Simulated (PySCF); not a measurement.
# Hf(BH4)4: other functionals and bases at one geometry

Aim: see how levels, charges and forces of Hf(BH4)4 depend on the level of theory. The species was built from a template and needn't be a known compound.

Computed with PySCF 2.14.0. Level: several levels, as the steps say, no spin–orbit coupling.

5 further runs of the same task are left out: 2 for a known fault of the program, 2 that didn't finish, 1 set aside as unsound or not needed.

## 1. Starting geometry

21 atoms, charge 0, spin multiplicity 1.

Bond lengths: Hf1–B2 2.319 Å, Hf1–H4 2.141 Å, Hf1–H5 2.141 Å, Hf1–H6 2.139 Å, Hf1–B7 2.319 Å, Hf1–H9 2.141 Å, Hf1–H10 2.141 Å, Hf1–H11 2.139 Å, Hf1–B12 2.318 Å, Hf1–H14 2.142 Å, Hf1–H15 2.140 Å, Hf1–H16 2.139 Å, Hf1–B17 2.318 Å, Hf1–H19 2.142 Å, Hf1–H20 2.140 Å, Hf1–H21 2.139 Å, B2–H3 1.200 Å, B2–H4 1.258 Å and more. Angles: B2–Hf1–H4 32.5°, B2–Hf1–H5 32.5°, B2–Hf1–H6 32.5°, B2–Hf1–B7 109.5°, B2–Hf1–H9 87.1°, B2–Hf1–H10 96.7°, B2–Hf1–H11 141.1°, B2–Hf1–B12 109.4°, B2–Hf1–H14 96.8°, B2–Hf1–H15 141.0°, B2–Hf1–H16 87.0°, B2–Hf1–B17 109.4°, B2–Hf1–H19 86.9°, B2–Hf1–H20 96.8°, B2–Hf1–H21 141.0°, H4–Hf1–H5 55.4°, H4–Hf1–H6 55.4°, H4–Hf1–B7 87.1° and more.

As a file:

```xyz
21
charge 0, multiplicity 1
Hf    0.00000    0.00000   -0.05286
B     1.27630    1.39855    1.28543
H     1.93622    2.12422    1.97685
H     0.06050    1.35206    1.60555
H     1.65143    0.19801    1.29513
H     1.27033    1.71697    0.06846
B    -1.27631   -1.39855    1.28542
H    -1.93622   -2.12422    1.97685
H    -0.06051   -1.35206    1.60555
H    -1.65145   -0.19801    1.29512
H    -1.27034   -1.71698    0.06846
B     1.39893   -1.27740   -1.38952
H     2.12351   -1.93639   -2.08292
H     1.41786   -1.60058   -0.17383
H     0.18439   -1.33751   -1.71284
H     1.66528   -0.04763   -1.39428
B    -1.39895    1.27738   -1.38952
H    -2.12355    1.93636   -2.08291
H    -1.41788    1.60056   -0.17383
H    -0.18441    1.33750   -1.71284
H    -1.66528    0.04760   -1.39428
```

Formal oxidation states: Hf +4. An earlier session relaxed this geometry at TPSS, Hf def2-SVP with ECP60, B def2-SVP, H def2-SVP (singlet, point group T).

At TPSS on the finer grid: E = -157.087749 Eh, HOMO -8.64 eV, LUMO -1.92 eV, Mulliken charge on Hf1 +0.34 e, largest force component 0.011 eV/Å. 

Levels to run: PBE0; revPBE; M06-L; BP86; TPSS, TZVP. Hardware: 4 threads of Intel Xeon Platinum 8488C (Sapphire Rapids), shared host.

## 2. PBE0

The input, run.py (the lines that set the calculation):

```python
mol = gto.M(atom='''
Hf     0.00000     0.00000    -0.05286
B      1.27630     1.39855     1.28543
H      1.93622     2.12422     1.97685
H      0.06050     1.35206     1.60555
H      1.65143     0.19801     1.29513
H      1.27033     1.71697     0.06846
B     -1.27631    -1.39855     1.28542
H     -1.93622    -2.12422     1.97685
H     -0.06051    -1.35206     1.60555
H     -1.65145    -0.19801     1.29512
H     -1.27034    -1.71698     0.06846
B      1.39893    -1.27740    -1.38952
H      2.12351    -1.93639    -2.08292
H      1.41786    -1.60058    -0.17383
H      0.18439    -1.33751    -1.71284
H      1.66528    -0.04763    -1.39428
B     -1.39895     1.27738    -1.38952
H     -2.12355     1.93636    -2.08291
H     -1.41788     1.60056    -0.17383
H     -0.18441     1.33750    -1.71284
H     -1.66528     0.04760    -1.39428''',
    basis={'Hf': 'def2-SVP', 'B': 'def2-SVP', 'H': 'def2-SVP'},
    ecp={'Hf': 'def2-SVP'},
    charge=0, spin=0)
mf = dft.RKS(mol, xc='PBE0')
mf.grids.atom_grid = (75, 302)
mf = mf.density_fit()  # fitting sets: Hf def2-universal-JKFIT, B def2-universal-JKFIT, H def2-universal-JKFIT
mf.conv_tol = 1e-08; mf.max_cycle = 55
mf.kernel(dm0)  # dm0: the density of the relaxed state
```

Run with:

```sh
$ OMP_NUM_THREADS=4 python run.py
```

The program printed:

```text
init E= -156.807803432182
  HOMO = -0.353381724461275  LUMO = -0.0405954181921929  gap/eV = 8.51135
cycle= 1 E= -156.810940664534  delta_E= -0.00314  |g|= 0.0356  |ddm|= 0.217
  HOMO = -0.353871583738603  LUMO = -0.0451343099033195  gap/eV = 8.40117
cycle= 2 E= -156.810797286713  delta_E= 0.000143  |g|= 0.0401  |ddm|= 0.0975
  HOMO = -0.35441431861565  LUMO = -0.0423117872541761  gap/eV = 8.49274
cycle= 3 E= -156.811300034296  delta_E= -0.000503  |g|= 0.00923  |ddm|= 0.0584
  HOMO = -0.355110210960547  LUMO = -0.0436356986610412  gap/eV = 8.47565
cycle= 4 E= -156.811328082029  delta_E= -2.8e-05  |g|= 0.000662  |ddm|= 0.0117
  HOMO = -0.354966605880309  LUMO = -0.0435181385259704  gap/eV = 8.47494
cycle= 5 E= -156.811328232048  delta_E= -1.5e-07  |g|= 6.11e-05  |ddm|= 0.00093
  HOMO = -0.354976614683794  LUMO = -0.0435310139155954  gap/eV = 8.47487
cycle= 6 E= -156.81132823338  delta_E= -1.33e-09  |g|= 4.79e-06  |ddm|= 0.00015
  HOMO = -0.354975124566873  LUMO = -0.0435298276808017  gap/eV = 8.47486
Extra cycle  E= -156.811328233382  delta_E= -2.22e-12  |g|= 4.55e-06  |ddm|= 1.67e-05
converged SCF energy = -156.811328233382
```

It took 13 s on 4 threads of Intel Xeon Platinum 8488C (Sapphire Rapids), shared host.

Result: E = -156.811328 Eh, HOMO -9.66 eV, LUMO -1.18 eV, Mulliken charge on Hf1 +0.38 e, largest force component 0.184 eV/Å. 

## 3. revPBE

run.py (the lines that set the calculation): that of step 2 with these lines changed.

```diff
@@ -25,3 +25,3 @@
     charge=0, spin=0)
-mf = dft.RKS(mol, xc='PBE0')
+mf = dft.RKS(mol, xc='PBE_R,PBE')
 mf.grids.atom_grid = (75, 302)
```

Run with:

```sh
$ OMP_NUM_THREADS=4 python run.py
```

The program printed:

```text
init E= -156.991195054899
  HOMO = -0.306905299825787  LUMO = -0.0773774783182794  gap/eV = 6.24577
cycle= 1 E= -156.993056192762  delta_E= -0.00186  |g|= 0.0726  |ddm|= 0.253
  HOMO = -0.30093192943051  LUMO = -0.0575452606223841  gap/eV = 6.62289
cycle= 2 E= -156.989117188944  delta_E= 0.00394  |g|= 0.129  |ddm|= 0.23
  HOMO = -0.306707446062033  LUMO = -0.0722450837808448  gap/eV = 6.38005
cycle= 3 E= -156.994624926487  delta_E= -0.00551  |g|= 0.0242  |ddm|= 0.182
  HOMO = -0.306933014048839  LUMO = -0.0712782318796885  gap/eV = 6.41249
cycle= 4 E= -156.994824070386  delta_E= -0.000199  |g|= 0.00191  |ddm|= 0.0332
  HOMO = -0.306480388541613  LUMO = -0.0709459929284464  gap/eV = 6.40922
cycle= 5 E= -156.994825491396  delta_E= -1.42e-06  |g|= 0.00026  |ddm|= 0.00391
  HOMO = -0.306494208472181  LUMO = -0.0709379713596638  gap/eV = 6.40981
cycle= 6 E= -156.994825516121  delta_E= -2.47e-08  |g|= 3.67e-05  |ddm|= 0.000509
  HOMO = -0.306494147848311  LUMO = -0.0709380907359458  gap/eV = 6.40981
cycle= 7 E= -156.994825516662  delta_E= -5.41e-10  |g|= 4.65e-06  |ddm|= 5.83e-05
  HOMO = -0.306494271267831  LUMO = -0.0709370558093093  gap/eV = 6.40984
Extra cycle  E= -156.994825516641  delta_E= 2.1e-11  |g|= 9.15e-06  |ddm|= 1.69e-05
converged SCF energy = -156.994825516641
```

Wall time 14 s (4 threads of Intel Xeon Platinum 8488C (Sapphire Rapids), shared host).

Read off: E = -156.994826 Eh, HOMO -8.34 eV, LUMO -1.93 eV, Mulliken charge on Hf1 +0.21 e, largest force component 0.137 eV/Å. 

## 4. M06-L

run.py (the lines that set the calculation): that of step 3 with these lines changed.

```diff
@@ -25,3 +25,3 @@
     charge=0, spin=0)
-mf = dft.RKS(mol, xc='PBE_R,PBE')
+mf = dft.RKS(mol, xc='M06L')
 mf.grids.atom_grid = (75, 302)
```

Run with:

```sh
$ OMP_NUM_THREADS=4 python run.py
```

The program printed:

```text
init E= -157.059754773529
  HOMO = -0.323047856490467  LUMO = -0.0621980840202833  gap/eV = 7.09808
cycle= 1 E= -157.063628171956  delta_E= -0.00387  |g|= 0.055  |ddm|= 0.456
  HOMO = -0.324725402288419  LUMO = -0.0761552439291811  gap/eV = 6.76394
cycle= 2 E= -157.061028998425  delta_E= 0.0026  |g|= 0.103  |ddm|= 0.205
  HOMO = -0.321236519675314  LUMO = -0.0630032554948415  gap/eV = 7.02689
cycle= 3 E= -157.064621873349  delta_E= -0.00359  |g|= 0.0116  |ddm|= 0.141
  HOMO = -0.320934611988813  LUMO = -0.0638068581329039  gap/eV = 6.99680
cycle= 4 E= -157.06466161606  delta_E= -3.97e-05  |g|= 0.0016  |ddm|= 0.0135
  HOMO = -0.321166272430279  LUMO = -0.0639501897602611  gap/eV = 6.99921
cycle= 5 E= -157.064662420074  delta_E= -8.04e-07  |g|= 0.000443  |ddm|= 0.0028
  HOMO = -0.321138342379347  LUMO = -0.0639075770933049  gap/eV = 6.99961
cycle= 6 E= -157.064662479568  delta_E= -5.95e-08  |g|= 9.56e-05  |ddm|= 0.00099
  HOMO = -0.32113363584986  LUMO = -0.0639113580598675  gap/eV = 6.99937
cycle= 7 E= -157.064662482745  delta_E= -3.18e-09  |g|= 1.32e-05  |ddm|= 0.000288
  HOMO = -0.321132600574313  LUMO = -0.0639108690089985  gap/eV = 6.99936
Extra cycle  E= -157.064662482712  delta_E= 3.26e-11  |g|= 1.67e-05  |ddm|= 4.93e-05
converged SCF energy = -157.064662482712
```

Run time: 22 s. Hardware: 4 threads of Intel Xeon Platinum 8488C (Sapphire Rapids), shared host.

Read off: E = -157.064662 Eh, HOMO -8.74 eV, LUMO -1.74 eV, Mulliken charge on Hf1 +0.81 e, largest force component 0.155 eV/Å. 

## 5. BP86

run.py (the lines that set the calculation): that of step 4 with these lines changed.

```diff
@@ -25,3 +25,3 @@
     charge=0, spin=0)
-mf = dft.RKS(mol, xc='M06L')
+mf = dft.RKS(mol, xc='B88,P86')
 mf.grids.atom_grid = (75, 302)
```

Run with:

```sh
$ OMP_NUM_THREADS=4 python run.py
```

The program printed:

```text
init E= -157.060084172609
  HOMO = -0.310663966309582  LUMO = -0.0836204693093392  gap/eV = 6.17817
cycle= 1 E= -157.062303295676  delta_E= -0.00222  |g|= 0.0798  |ddm|= 0.283
  HOMO = -0.304924371422519  LUMO = -0.0618039005645663  gap/eV = 6.61564
cycle= 2 E= -157.056836613634  delta_E= 0.00547  |g|= 0.149  |ddm|= 0.264
  HOMO = -0.311037802096847  LUMO = -0.0781909204553097  gap/eV = 6.33609
cycle= 3 E= -157.064262909804  delta_E= -0.00743  |g|= 0.0242  |ddm|= 0.208
  HOMO = -0.311359664148679  LUMO = -0.0773928410550293  gap/eV = 6.36656
cycle= 4 E= -157.064462630866  delta_E= -0.0002  |g|= 0.0022  |ddm|= 0.0344
  HOMO = -0.310847702608091  LUMO = -0.0770314974302313  gap/eV = 6.36246
cycle= 5 E= -157.064464482629  delta_E= -1.85e-06  |g|= 0.000325  |ddm|= 0.00386
  HOMO = -0.310871644210598  LUMO = -0.077028661723565  gap/eV = 6.36319
cycle= 6 E= -157.06446451448  delta_E= -3.19e-08  |g|= 5.26e-05  |ddm|= 0.000675
  HOMO = -0.310871155254477  LUMO = -0.0770273477217215  gap/eV = 6.36321
cycle= 7 E= -157.06446451553  delta_E= -1.05e-09  |g|= 7.69e-06  |ddm|= 7.71e-05
  HOMO = -0.31087121671793  LUMO = -0.0770252492083759  gap/eV = 6.36327
Extra cycle  E= -157.064464515458  delta_E= 7.19e-11  |g|= 1.67e-05  |ddm|= 2.94e-05
converged SCF energy = -157.064464515458
```

Run time: 14 s. Hardware: 4 threads of Intel Xeon Platinum 8488C (Sapphire Rapids), shared host.

It gives: E = -157.064465 Eh, HOMO -8.46 eV, LUMO -2.10 eV, Mulliken charge on Hf1 +0.23 e, largest force component 0.122 eV/Å. 

## 6. TPSS, TZVP

Basis: Hf def2-TZVP with ECP60, B def2-TZVP, H def2-TZVP. 

run.py (the lines that set the calculation): that of step 5 with these lines changed.

```diff
@@ -22,6 +22,6 @@
 H     -1.66528     0.04760    -1.39428''',
-    basis={'Hf': 'def2-SVP', 'B': 'def2-SVP', 'H': 'def2-SVP'},
-    ecp={'Hf': 'def2-SVP'},
+    basis={'Hf': 'def2-TZVP', 'B': 'def2-TZVP', 'H': 'def2-TZVP'},
+    ecp={'Hf': 'def2-TZVP'},
     charge=0, spin=0)
-mf = dft.RKS(mol, xc='B88,P86')
+mf = dft.RKS(mol, xc='TPSS')
 mf.grids.atom_grid = (75, 302)
@@ -29,2 +29,2 @@
 mf.conv_tol = 1e-08; mf.max_cycle = 55
-mf.kernel(dm0)  # dm0: the density of the relaxed state
+mf.kernel(dm0)  # dm0: free metal ions and neutral atoms
```

Run with:

```sh
$ OMP_NUM_THREADS=4 python run.py
```

The program printed:

```text
init E= -159.009527157804
  HOMO = -0.371521985960847  LUMO = -0.178713315693825  gap/eV = 5.24659
cycle= 1 E= -157.011938603145  delta_E=    2  |g|= 0.89  |ddm|= 3.07
  HOMO = -0.258354264431221  LUMO = 0.0116894832705237  gap/eV = 7.34826
cycle= 2 E= -156.659234699906  delta_E= 0.353  |g|= 1.19  |ddm|= 1.71
  HOMO = -0.319415196170654  LUMO = -0.0895203801908848  gap/eV = 6.25576
cycle= 3 E= -157.199844108029  delta_E= -0.541  |g|= 0.217  |ddm|=  1.3
  HOMO = -0.321564355735971  LUMO = -0.0722788226820571  gap/eV = 6.78340
cycle= 4 E= -157.214397158041  delta_E= -0.0146  |g|= 0.0295  |ddm|= 0.176
  HOMO = -0.315790944318924  LUMO = -0.0695255039334866  gap/eV = 6.70122
cycle= 5 E= -157.214649160975  delta_E= -0.000252  |g|= 0.0106  |ddm|= 0.0421
  HOMO = -0.317127513811468  LUMO = -0.0703996254032873  gap/eV = 6.71381
cycle= 6 E= -157.214683197072  delta_E= -3.4e-05  |g|= 0.00251  |ddm|= 0.0107
  HOMO = -0.316986712135316  LUMO = -0.0700835441348397  gap/eV = 6.71858
cycle= 7 E= -157.214685251142  delta_E= -2.05e-06  |g|= 0.000243  |ddm|= 0.00269
  HOMO = -0.316988332876004  LUMO = -0.070094911062985  gap/eV = 6.71831
cycle= 8 E= -157.214685274292  delta_E= -2.31e-08  |g|= 2.55e-05  |ddm|= 0.000351
  HOMO = -0.316988808161382  LUMO = -0.0700955651847515  gap/eV = 6.71831
cycle= 9 E= -157.214685274492  delta_E= -2e-10  |g|= 1.14e-05  |ddm|= 4.69e-05
  HOMO = -0.316989445495642  LUMO = -0.0700964973511852  gap/eV = 6.71830
Extra cycle  E= -157.214685274422  delta_E= 6.99e-11  |g|= 1.82e-05  |ddm|= 2.66e-05
converged SCF energy = -157.214685274422
```

Wall time 53 s (4 threads of Intel Xeon Platinum 8488C (Sapphire Rapids), shared host).

It gives: E = -157.214685 Eh, HOMO -8.63 eV, LUMO -1.91 eV, Mulliken charge on Hf1 -0.16 e, largest force component 0.199 eV/Å. 

## 7. All levels side by side

| level | state | HOMO (eV) | gap (eV) | charge on Hf1 (e) | dipole (D) | largest force component (eV/Å) | basis functions | time |
| --- | --- | --- | --- | --- | --- | --- | --- | --- |
| TPSS (relaxed here) | singlet | -8.64 | 6.72 | 0.34 | 0.01 | 0.01 | 168 | 19 s |
| PBE0 | singlet | -9.66 | 8.47 | 0.38 | 0.01 | 0.18 | 168 | 13 s |
| revPBE | singlet | -8.34 | 6.41 | 0.21 | 0.01 | 0.14 | 168 | 14 s |
| M06-L | singlet | -8.74 | 7.00 | 0.81 | 0.01 | 0.16 | 168 | 22 s |
| BP86 | singlet | -8.46 | 6.36 | 0.23 | 0.01 | 0.12 | 168 | 14 s |
| TPSS, TZVP | singlet | -8.63 | 6.72 | -0.16 | 0.01 | 0.20 | 260 | 53 s |

Times are on 4 threads of Intel Xeon Platinum 8488C (Sapphire Rapids), shared host; the first row also made further properties.

In one basis the HOMO–LUMO gap runs from 6.36 eV (BP86) to 8.47 eV (PBE0). The largest leftover force, 0.20 eV/Å with TPSS, TZVP, stands at a geometry relaxed at another level. The Mulliken charge on Hf spans -0.16 to +0.81 e over the levels. Total energies of different levels can't be compared. Spin–orbit coupling is left out throughout.
